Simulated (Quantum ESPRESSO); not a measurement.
The system is CoO.

```
Co O
1.0
     3.19786    0.00000    0.00000
     0.00000    3.19786    0.00000
     0.00000    0.00000    4.68228
Co O
2 2
Direct
  0.00000 0.00000 0.00000
  0.50000 0.50000 0.00000
  0.50000 0.00000 0.26700
  0.00000 0.50000 0.73300
```

The cell was built by a generator and needn't be a form met in nature.

Base run:

```yaml
Program: Quantum ESPRESSO 7.5
Functional: LDA
Potentials_or_basis: GBRV 1.5 LDA
Cutoff: 762 eV
Density_cutoff: 6095 eV
k_mesh: 6 × 6 × 4
Occupations: gaussian, width 0.05 eV
Spin: no spin polarisation
Hubbard_terms: Co d U = 3 eV
```

Its results: band gap on the k mesh none (metal or under the smearing width); pressure -18.7 GPa; largest force 3.810 eV/Å.

Q: The run is repeated on the same cell with these changes: spin from no spin polarisation to collinear spin, antiferromagnetic start; magnetic state asked for from nm to afm. What comes out?

A: Band gap on the k mesh 0.41 eV, indirect (least direct gap 0.46 eV); pressure 4.6 GPa; net moment 0.00 μB per cell; site moments Co +2.13, -2.13; O -0.00 μB; largest force 2.761 eV/Å.

Caveats: forces of over 1 eV/Å show positions far from the minimum, so gaps and moduli don't describe the material at rest; U without spin polarisation on a metal has little footing (some runs).

A k mesh can miss the band edges.
